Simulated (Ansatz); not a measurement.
# In3Se: a line through an energy map

Aim: follow the energy of In3Se (Pm-3m, No. 221; 4 atoms in the cell) along one coordinate, volume per atom, with the other held at c/a of the conventional cell = 0.980.

Program: Ansatz 0.2.0. Level of theory: DFT PBEsol+D3(BJ), scalar-relativistic, plane waves, PAW. These are calculated values, not measurements.

39 further runs of the same task are left out: 39 set aside as unsound or not needed. Runs told in other sessions of the task aren't counted.

### Step 1. The system as given

The structure is cubic, space group Pm-3m (No. 221). Conventional cell: a = 4.588 Å, b = 4.588 Å, c = 4.588 Å, α = 90.00°, β = 90.00°, γ = 90.00°. In (site symmetry 4/mmm) is surrounded by 8 In at 3.24 Å and 4 Se at 3.24 Å. Around Se (site symmetry m-3m) lie 12 In at 3.24 Å.

As a file:

```cif
data_structure
_symmetry_space_group_name_H-M 'Pm-3m'
_symmetry_Int_Tables_number 221
_cell_length_a 4.5877
_cell_length_b 4.5877
_cell_length_c 4.5877
_cell_angle_alpha 90.000
_cell_angle_beta 90.000
_cell_angle_gamma 90.000
_cell_volume 96.55
loop_
_atom_site_label
_atom_site_type_symbol
_atom_site_symmetry_multiplicity
_atom_site_Wyckoff_symbol
_atom_site_fract_x
_atom_site_fract_y
_atom_site_fract_z
_atom_site_occupancy
In1 In 3 c 0.00000 0.50000 0.50000 1
Se1 Se 1 a 0.00000 0.00000 0.00000 1
```

It goes back to an entry of the Materials Project, which need not be the stable form.

It is the result of an earlier relaxation at this level (volume 24.14 Å³/atom; gap on the mesh: none (metal)).

### Step 2. What is varied

The energy is mapped over volume and the cell's shape.

The axes are (1) volume per atom: 9 values from 22.21 to 26.07 Å³; (2) c/a of the conventional cell: 9 values from 0.923 to 1.083.

Nothing else is relaxed (symmetry fixes all fractional coordinates). Energies count from the relaxed crystal. Points are written as (first, second).

### Step 3. Point (22.21 Å³, 0.980)

Contents of input.yaml:

```yaml
crystal:
  lattice:
    - [4.4917102027, 0.0, 0.0]
    - [0.0, 4.4917102027, 0.0]
    - [0.0, 0.0, 4.4027743407]
  atoms:
    - { symbol: In, position: [0.0, 0.5, 0.5] }
    - { symbol: In, position: [0.5, 0.0, 0.5] }
    - { symbol: In, position: [0.5, 0.5, 0.0] }
    - { symbol: Se, position: [0.0, 0.0, 0.0] }
basis:
  ecutwfc: 420
kpoints:
  mp_grid: { grid: [10, 10, 10] }
hamiltonian:
  xc: pbesol
  pseudopotentials: { kind: paw, azcp: { folder: soft_1 } }
  dispersion: d3bj
scf:
  occupations: { method: gaussian, width: 0.15 }
output:
  forces: true
  stress: true
  eigenvalues: true
```

Started as:

```
$ ansatz run input.yaml --threads 2 --pin off --max-ram 4096MiB --backend cpu --events-out ev --progress --plain --runs-dir out
```

The program printed (excerpt; [...] marks lines left out):

```text
Warning: <dir> the record states the generating functional pbe (its physics header spells it `PBE`), which answers neither for hamiltonian.xc's functional nor for the pbesol family's — results may be inconsistent (PPs are generated against a specific XC)
[...]
Warning: RAYON_NUM_THREADS=2 ignored (pool sized by the plan → 2); use --threads N
[...]
Pseudopotentials: kind: paw
Pseudopotential: In, paw, valence charge 13, recommended cutoff 420 eV (normal), <dir>
Pseudopotential: Se, paw, valence charge 16, recommended cutoff 420 eV (normal), <dir>
Functional definition: PBEsol
[...]
Crystal: 4 atoms, lattice volume = 88.828 Å³
Basis set: ecut = 420 eV, 1759 PW (Γ), exchange–correlation on 64×64×60 points (8 copies of the dense FFT grid, shifted against one another)
Bands: 33, of which v1, the nominal top of the filled ones, is band 28 counted from 1 (27 counted from 0)
Symmetry: 16 space group operations
Space group: P4/mmm (ITA 123), of the structure as read, at distance tolerance 4.5e-5 Å
k-points: 126 of 1000
[...]
SCF iter   1: F=—  HF=-22003.804800 eV  |F-HF|=—  |Δ(HF+E_count)|=         —  Δρ=4.62e-2  dr2=5.19e0  ethr=3.10e-3  ⟨swp⟩=6.9  Hψ=17127  notcnv=0
[...]
SCF iter   9: F=-22002.399310 eV  HF=-22002.399310 eV  |F-HF|=7.93e-9  |Δ(HF+E_count)|=   1.73e-8  Δρ=3.64e-6  dr2=1.30e-8  ethr=1.82e-10  ⟨swp⟩=8.9  Hψ=19329  notcnv=0
[...]
SCF converged after 9 iterations
Free energy (F): -22002.399310 eV
[...]
E sigma→0 (E₀):  -22002.390317 eV
Entropy (-TS):   -0.017987 eV (-4.497 meV/atom)
Fermi energy:    11.957169 eV
[...]
--- Forces (eV/Å), atoms counted from 1 ---
  atom   1  In     0.00000000     0.00000000     0.00000000
  atom   2  In     0.00000000     0.00000000     0.00000000
  atom   3  In     0.00000000     0.00000000     0.00000000
  atom   4  Se     0.00000000     0.00000000     0.00000000
[...]
--- Stress (GPa, compression-positive) ---
        5.099483       0.000000       0.000000
        0.000000       5.099483       0.000000
        0.000000       0.000000       5.155550
  P = ⅓ Tr σ = 5.1182 GPa (51.182 kbar)
--- Band table (eV; the first three rows and the last of 126) ---
[...]
```

Run time: 5.6 s. Hardware: 2 threads of Intel Xeon 6975P-C (Granite Rapids), shared host; peak memory 0.6 GiB.

On the map this point reads 28.3 meV/atom.

### Step 4. Grid point (22.69 Å³, 0.980)

Edit input.yaml of step 3 so:

```diff
@@ -2,5 +2,5 @@
   lattice:
-    - [4.4917102027, 0.0, 0.0]
-    - [0.0, 4.4917102027, 0.0]
-    - [0.0, 0.0, 4.4027743407]
+    - [4.5240416687, 0.0, 0.0]
+    - [0.0, 4.5240416687, 0.0]
+    - [0.0, 0.0, 4.4344656437]
   atoms:
```

Started as:

```
$ ansatz run input.yaml --threads 2 --pin off --max-ram 4096MiB --backend cpu --events-out ev --progress --plain --runs-dir out
```

The program printed:

```text
[... 36 lines left out ...]
SCF 1 converged in 9 iterations: F = -22002.451680 eV  dr2 = 6.85e-9
SCF converged after 9 iterations
Free energy (F): -22002.451680 eV
Harris-Foulkes:  -22002.451680 eV  (|F-HF|=3.71e-9)
Internal energy: -22002.433505 eV  (E = F + TS)
E sigma→0 (E₀):  -22002.442592 eV
Entropy (-TS):   -0.018175 eV (-4.544 meV/atom)
Fermi energy:    11.604230 eV
--- Per-component energies (eV) ---
  E_band       = -355.701371
  E_kinetic    = 764.830593
  E_local      = -5247.772475  (includes V_loc(G=0)·N_el)
  E_nonlocal   = 632.337556
  E_hartree    = 2432.759053
  E_xc         = -516.184407
  E_vxc        = -366.819494  (∫ρ·V_xc dr)
  E_paw        = -14489.220424  (= ΣΔE_a)
  E_vpaw       = -1003.795488  (= ΣTr[D̂ρ^β])
  E_aug_tail   = 0.000074  (compensation charges beyond the density's cutoff)
  E_ewald      = -5579.321238
  E_disp       = -1.578398  (pairwise vdW)
  E_core_change = 1.716162  (= ΣΔE_core)
  E_smearing   = -0.018175  (= −TS)
  E_closure    = 0.000000  (closes the sum)
  Σ components = -22002.451680   (vs F -22002.451680, Δ=0.00e0)
--- Forces (eV/Å), atoms counted from 1 ---
  atom   1  In     0.00000000     0.00000000     0.00000000
  atom   2  In     0.00000000    -0.00000000    -0.00000000
  atom   3  In     0.00000000    -0.00000000    -0.00000000
  atom   4  Se     0.00000000     0.00000000     0.00000000
  max |Σ_I F_I| component: 1.50e-28 eV/Å
--- Stress (GPa, compression-positive) ---
        3.587248      -0.000000      -0.000000
       -0.000000       3.587248      -0.000000
       -0.000000      -0.000000       3.617944
  P = ⅓ Tr σ = 3.5975 GPa (35.975 kbar)
--- Band table (eV; the first three rows and the last of 126) ---
  k-point 0: bands = ["-36.4013", "-36.4013", "-36.4005", "-36.4005", "-36.4000", "-3.4303", "-3.3380", "-3.3380", "-3.3159", "-3.1520", "-3.1320", "-2.9028", "-2.9021", "-2.9021", "-2.7732", "-2.7606", "-2.6790", "-2.6085", "-2.5903", "-2.5903", "-2.1054", "4.0373", "7.4140", "7.4140", "7.5725", "9.5766", "9.8487", "12.8549", "12.8549", "12.9324", "16.2693", "16.2693", "16.3347"]
  k-point 1: bands = ["-36.4013", "-36.4013", "-36.4005", "-36.4005", "-36.4000", "-3.4116", "-3.3232", "-3.3232", "-3.3122", "-3.1408", "-3.1295", "-2.9064", "-2.9043", "-2.9043", "-2.7727", "-2.7705", "-2.6877", "-2.6109", "-2.6109", "-2.6085", "-2.0771", "3.9526", "7.2766", "7.4921", "7.4921", "9.6348", "10.2733", "12.7797", "12.7797", "12.8198", "15.7454", "15.9352", "15.9352"]
  k-point 2: bands = ["-36.4013", "-36.4013", "-36.4005", "-36.4005", "-36.4000", "-3.3587", "-3.3024", "-3.2797", "-3.2797", "-3.1225", "-3.1092", "-2.9163", "-2.9103", "-2.9103", "-2.8029", "-2.7716", "-2.7126", "-2.6689", "-2.6689", "-2.6085", "-1.9964", "3.7085", "6.8290", "7.7155", "7.7155", "9.8061", "10.8164", "12.4918", "12.4918", "12.9508", "14.6913", "15.5312", "15.5312"]
  k-point 125: bands = ["-36.4013", "-36.4012", "-36.4005", "-36.4005", "-36.3999", "-3.5145", "-3.2008", "-3.2008", "-3.1819", "-3.1413", "-3.1106", "-3.1106", "-2.8562", "-2.8423", "-2.8397", "-2.8397", "-2.8369", "-2.6608", "-2.6608", "-2.6503", "-0.8747", "6.2996", "6.3339", "6.3339", "7.1220", "7.1220", "7.1292", "7.6100", "15.2198", "15.2198", "15.5060", "20.8788", "20.9097"]
```

Run time: 5.3 s. Hardware: 2 threads of Intel Xeon 6975P-C (Granite Rapids), shared host; peak memory 0.6 GiB.

Energy on the map's scale: 15.2 meV/atom.

### Step 5. The run at (23.17 Å³, 0.980)

Edit input.yaml of step 4 so:

```diff
@@ -2,5 +2,5 @@
   lattice:
-    - [4.5240416687, 0.0, 0.0]
-    - [0.0, 4.5240416687, 0.0]
-    - [0.0, 0.0, 4.4344656437]
+    - [4.5559175048, 0.0, 0.0]
+    - [0.0, 4.5559175048, 0.0]
+    - [0.0, 0.0, 4.4657103382]
   atoms:
```

Started as:

```
$ ansatz run input.yaml --threads 2 --pin off --max-ram 4096MiB --backend cpu --events-out ev --progress --plain --runs-dir out
```

The program printed (excerpt; [...] marks lines left out):

```text
[...]
SCF converged after 9 iterations
Free energy (F): -22002.486767 eV
[...]
E sigma→0 (E₀):  -22002.477593 eV
Entropy (-TS):   -0.018348 eV (-4.587 meV/atom)
Fermi energy:    11.266801 eV
[...]
--- Forces (eV/Å), atoms counted from 1 ---
  atom   1  In     0.00000000    -0.00000000     0.00000000
  atom   2  In     0.00000000     0.00000000     0.00000000
  atom   3  In    -0.00000000    -0.00000000     0.00000000
  atom   4  Se    -0.00000000     0.00000000     0.00000000
[...]
--- Stress (GPa, compression-positive) ---
        2.245590       0.000000       0.000000
        0.000000       2.245590       0.000000
        0.000000       0.000000       2.255283
  P = ⅓ Tr σ = 2.2488 GPa (22.488 kbar)
--- Band table (eV; the first three rows and the last of 126) ---
[...]
```

It took 5.6 s on 2 threads of Intel Xeon 6975P-C (Granite Rapids), shared host; peak memory 0.61 GiB.

On the map this point reads 6.5 meV/atom.

### Step 6. Point (24.14 Å³, 0.980)

Edit input.yaml of step 5 so:

```diff
@@ -2,5 +2,5 @@
   lattice:
-    - [4.5559175048, 0.0, 0.0]
-    - [0.0, 4.5559175048, 0.0]
-    - [0.0, 0.0, 4.4657103382]
+    - [4.6183350013, 0.0, 0.0]
+    - [0.0, 4.6183350013, 0.0]
+    - [0.0, 0.0, 4.5268919683]
   atoms:
```

Started as:

```
$ ansatz run input.yaml --threads 2 --pin off --max-ram 4096MiB --backend cpu --events-out ev --progress --plain --runs-dir out
```

The program printed (excerpt; [...] marks lines left out):

```text
[...]
SCF converged after 9 iterations
Free energy (F): -22002.512685 eV
[...]
E sigma→0 (E₀):  -22002.503397 eV
Entropy (-TS):   -0.018577 eV (-4.644 meV/atom)
Fermi energy:    10.634764 eV
[...]
--- Forces (eV/Å), atoms counted from 1 ---
  atom   1  In     0.00000000     0.00000000     0.00000000
  atom   2  In    -0.00000000     0.00000000     0.00000000
  atom   3  In     0.00000000     0.00000000     0.00000000
  atom   4  Se    -0.00000000    -0.00000000     0.00000000
[...]
--- Stress (GPa, compression-positive) ---
       -0.004661       0.000000       0.000000
        0.000000      -0.004661       0.000000
        0.000000       0.000000      -0.018656
  P = ⅓ Tr σ = -0.0093 GPa (-0.093 kbar)
--- Band table (eV; the first three rows and the last of 126) ---
[...]
```

Run time: 5.6 s. Hardware: 2 threads of Intel Xeon 6975P-C (Granite Rapids), shared host; peak memory 0.61 GiB.

That is 0.0 meV/atom from the zero.

### Step 7. The run at (24.62 Å³, 0.980)

Edit input.yaml of step 6 so:

```diff
@@ -2,5 +2,5 @@
   lattice:
-    - [4.6183350013, 0.0, 0.0]
-    - [0.0, 4.6183350013, 0.0]
-    - [0.0, 0.0, 4.5268919683]
+    - [4.6489013133, 0.0, 0.0]
+    - [0.0, 4.6489013133, 0.0]
+    - [0.0, 0.0, 4.5568530673]
   atoms:
```

Started as:

```
$ ansatz run input.yaml --threads 2 --pin off --max-ram 4096MiB --backend cpu --events-out ev --progress --plain --runs-dir out
```

The program printed (excerpt; [...] marks lines left out):

```text
Warning: <dir> the record states the generating functional pbe (its physics header spells it `PBE`), which answers neither for hamiltonian.xc's functional nor for the pbesol family's — results may be inconsistent (PPs are generated against a specific XC)
[...]
Warning: RAYON_NUM_THREADS=2 ignored (pool sized by the plan → 2); use --threads N
[...]
Pseudopotentials: kind: paw
Pseudopotential: In, paw, valence charge 13, recommended cutoff 420 eV (normal), <dir>
Pseudopotential: Se, paw, valence charge 16, recommended cutoff 420 eV (normal), <dir>
Functional definition: PBEsol
[...]
Crystal: 4 atoms, lattice volume = 98.484 Å³
Basis set: ecut = 420 eV, 1919 PW (Γ), exchange–correlation on 64×64×64 points (8 copies of the dense FFT grid, shifted against one another)
Bands: 33, of which v1, the nominal top of the filled ones, is band 28 counted from 1 (27 counted from 0)
Symmetry: 16 space group operations
Space group: P4/mmm (ITA 123), of the structure as read, at distance tolerance 4.6e-5 Å
k-points: 126 of 1000
[...]
SCF iter   1: F=—  HF=-22003.897269 eV  |F-HF|=—  |Δ(HF+E_count)|=         —  Δρ=4.45e-2  dr2=5.52e0  ethr=3.10e-3  ⟨swp⟩=6.9  Hψ=16883  notcnv=0
[...]
SCF iter   9: F=-22002.506788 eV  HF=-22002.506788 eV  |F-HF|=1.45e-9  |Δ(HF+E_count)|=   1.51e-9  Δρ=2.57e-6  dr2=7.31e-9  ethr=1.82e-10  ⟨swp⟩=8.8  Hψ=19088  notcnv=0
[...]
SCF converged after 9 iterations
Free energy (F): -22002.506788 eV
[...]
E sigma→0 (E₀):  -22002.497478 eV
Entropy (-TS):   -0.018622 eV (-4.655 meV/atom)
Fermi energy:    10.338357 eV
[...]
--- Forces (eV/Å), atoms counted from 1 ---
  atom   1  In     0.00000000     0.00000000     0.00000000
  atom   2  In     0.00000000    -0.00000000     0.00000000
  atom   3  In     0.00000000     0.00000000     0.00000000
  atom   4  Se    -0.00000000     0.00000000     0.00000000
[...]
--- Stress (GPa, compression-positive) ---
       -0.946172       0.000000       0.000000
        0.000000      -0.946172       0.000000
        0.000000       0.000000      -0.963342
  P = ⅓ Tr σ = -0.9519 GPa (-9.519 kbar)
--- Band table (eV; the first three rows and the last of 126) ---
[...]
```

It took 6.2 s on 2 threads of Intel Xeon 6975P-C (Granite Rapids), shared host; peak memory 0.6 GiB.

Energy on the map's scale: 1.5 meV/atom.

### Step 8. Grid point (25.10 Å³, 0.980)

Edit input.yaml of step 7 so:

```diff
@@ -2,5 +2,5 @@
   lattice:
-    - [4.6489013133, 0.0, 0.0]
-    - [0.0, 4.6489013133, 0.0]
-    - [0.0, 0.0, 4.5568530673]
+    - [4.6791044489, 0.0, 0.0]
+    - [0.0, 4.6791044489, 0.0]
+    - [0.0, 0.0, 4.5864581808]
   atoms:
```

Started as:

```
$ ansatz run input.yaml --threads 2 --pin off --max-ram 4096MiB --backend cpu --events-out ev --progress --plain --runs-dir out
```

The program printed (excerpt; [...] marks lines left out):

```text
Warning: <dir> the record states the generating functional pbe (its physics header spells it `PBE`), which answers neither for hamiltonian.xc's functional nor for the pbesol family's — results may be inconsistent (PPs are generated against a specific XC)
[...]
Warning: RAYON_NUM_THREADS=2 ignored (pool sized by the plan → 2); use --threads N
[...]
Pseudopotentials: kind: paw
Pseudopotential: In, paw, valence charge 13, recommended cutoff 420 eV (normal), <dir>
Pseudopotential: Se, paw, valence charge 16, recommended cutoff 420 eV (normal), <dir>
Functional definition: PBEsol
[...]
Crystal: 4 atoms, lattice volume = 100.416 Å³
Basis set: ecut = 420 eV, 1943 PW (Γ), exchange–correlation on 64×64×64 points (8 copies of the dense FFT grid, shifted against one another)
Bands: 33, of which v1, the nominal top of the filled ones, is band 28 counted from 1 (27 counted from 0)
Symmetry: 16 space group operations
Space group: P4/mmm (ITA 123), of the structure as read, at distance tolerance 4.6e-5 Å
k-points: 126 of 1000
[...]
SCF iter   1: F=—  HF=-22003.875429 eV  |F-HF|=—  |Δ(HF+E_count)|=         —  Δρ=4.41e-2  dr2=5.57e0  ethr=3.10e-3  ⟨swp⟩=6.9  Hψ=16870  notcnv=0
[...]
SCF iter   9: F=-22002.490158 eV  HF=-22002.490158 eV  |F-HF|=2.00e-10  |Δ(HF+E_count)|=   2.55e-8  Δρ=2.48e-6  dr2=7.12e-9  ethr=1.82e-10  ⟨swp⟩=8.7  Hψ=19333  notcnv=0
[...]
SCF converged after 9 iterations
Free energy (F): -22002.490158 eV
[...]
E sigma→0 (E₀):  -22002.480843 eV
Entropy (-TS):   -0.018629 eV (-4.657 meV/atom)
Fermi energy:    10.053469 eV
[...]
--- Forces (eV/Å), atoms counted from 1 ---
  atom   1  In     0.00000000     0.00000000     0.00000000
  atom   2  In    -0.00000000     0.00000000     0.00000000
  atom   3  In     0.00000000     0.00000000     0.00000000
  atom   4  Se    -0.00000000    -0.00000000     0.00000000
[...]
--- Stress (GPa, compression-positive) ---
       -1.784928       0.000000       0.000000
        0.000000      -1.784928       0.000000
        0.000000       0.000000      -1.800659
  P = ⅓ Tr σ = -1.7902 GPa (-17.902 kbar)
--- Band table (eV; the first three rows and the last of 126) ---
[...]
```

It took 6 s on 2 threads of Intel Xeon 6975P-C (Granite Rapids), shared host; peak memory 0.63 GiB.

That is 5.6 meV/atom from the zero.

### Step 9. The run at (25.59 Å³, 0.980)

Edit input.yaml of step 8 so:

```diff
@@ -2,5 +2,5 @@
   lattice:
-    - [4.6791044489, 0.0, 0.0]
-    - [0.0, 4.6791044489, 0.0]
-    - [0.0, 0.0, 4.5864581808]
+    - [4.7089226221, 0.0, 0.0]
+    - [0.0, 4.7089226221, 0.0]
+    - [0.0, 0.0, 4.6156859542]
   atoms:
```

Started as:

```
$ ansatz run input.yaml --threads 2 --pin off --max-ram 4096MiB --backend cpu --events-out ev --progress --plain --runs-dir out
```

The program printed (excerpt; [...] marks lines left out):

```text
[...]
SCF converged after 9 iterations
Free energy (F): -22002.463996 eV
[...]
E sigma→0 (E₀):  -22002.454690 eV
Entropy (-TS):   -0.018613 eV (-4.653 meV/atom)
Fermi energy:    9.779688 eV
[...]
--- Forces (eV/Å), atoms counted from 1 ---
  atom   1  In     0.00000000    -0.00000000     0.00000000
  atom   2  In     0.00000000     0.00000000     0.00000000
  atom   3  In     0.00000000    -0.00000000     0.00000000
  atom   4  Se    -0.00000000     0.00000000     0.00000000
[...]
--- Stress (GPa, compression-positive) ---
       -2.531152       0.000000       0.000000
        0.000000      -2.531152       0.000000
        0.000000       0.000000      -2.541855
  P = ⅓ Tr σ = -2.5347 GPa (-25.347 kbar)
--- Band table (eV; the first three rows and the last of 126) ---
[...]
```

Wall time 5.8 s (2 threads of Intel Xeon 6975P-C (Granite Rapids), shared host); peak memory 0.64 GiB.

On the map this point reads 12.2 meV/atom.

### Step 10. The run at (26.07 Å³, 0.980)

Edit input.yaml of step 9 so:

```diff
@@ -2,5 +2,5 @@
   lattice:
-    - [4.7089226221, 0.0, 0.0]
-    - [0.0, 4.7089226221, 0.0]
-    - [0.0, 0.0, 4.6156859542]
+    - [4.73836787, 0.0, 0.0]
+    - [0.0, 4.73836787, 0.0]
+    - [0.0, 0.0, 4.6445481862]
   atoms:
```

Started as:

```
$ ansatz run input.yaml --threads 2 --pin off --max-ram 4096MiB --backend cpu --events-out ev --progress --plain --runs-dir out
```

The program printed (excerpt; [...] marks lines left out):

```text
[...]
SCF converged after 9 iterations
Free energy (F): -22002.429368 eV
[...]
E sigma→0 (E₀):  -22002.420076 eV
Entropy (-TS):   -0.018583 eV (-4.646 meV/atom)
Fermi energy:    9.516330 eV
[...]
--- Forces (eV/Å), atoms counted from 1 ---
  atom   1  In     0.00000000    -0.00000000     0.00000000
  atom   2  In     0.00000000     0.00000000     0.00000000
  atom   3  In     0.00000000     0.00000000     0.00000000
  atom   4  Se     0.00000000     0.00000000     0.00000000
[...]
--- Stress (GPa, compression-positive) ---
       -3.194869       0.000000       0.000000
        0.000000      -3.194869       0.000000
        0.000000       0.000000      -3.197760
  P = ⅓ Tr σ = -3.1958 GPa (-31.958 kbar)
--- Band table (eV; the first three rows and the last of 126) ---
[...]
```

Run time: 6.2 s. Hardware: 2 threads of Intel Xeon 6975P-C (Granite Rapids), shared host; peak memory 0.63 GiB.

That is 20.8 meV/atom from the zero.

### Step 11. The line in numbers

| volume per atom (Å³) | step | energy (meV/atom) | slope (meV/atom per Å³) | pressure (GPa) |
| --- | --- | --- | --- | --- |
| 22.21 | 3 | 28.3 | −31.9 | 5.1 |
| 22.69 | 4 | 15.2 | −22.5 | 3.6 |
| 23.17 | 5 | 6.5 | −14.0 | 2.2 |
| 23.66 | – | 1.5 | −6.6 | 1.1 |
| 24.14 | 6 | 0.0 | 0.1 | 0.0 |
| 24.62 | 7 | 1.5 | 5.9 | −1.0 |
| 25.10 | 8 | 5.6 | 11.2 | −1.8 |
| 25.59 | 9 | 12.2 | 15.8 | −2.5 |
| 26.07 | 10 | 20.8 | 19.9 | −3.2 |

Energies count from the relaxed crystal. Rows without a step come from runs not printed here or follow by symmetry. Slopes come from the forces (and the stress, where the cell changes), not from differences of energies.

**Reading.** The lowest point computed on the line is at 24.14 Å³, 0.0 meV/atom from the zero. Energies and slopes round the minimum, fitted together, put the minimum at 24.134 Å³, with a curvature of about 13 meV/atom per (Å³)². V·d²E/dV² there is about 50 GPa, a bulk modulus under this line's constraint. The highest point computed, at 22.21 Å³, lies 28.3 meV/atom above the lowest. This is one cut through a surface in two coordinates; it holds the lowest point sampled, which need not be a minimum. The final runs have no spin polarisation, so a magnetic state may lie lower.
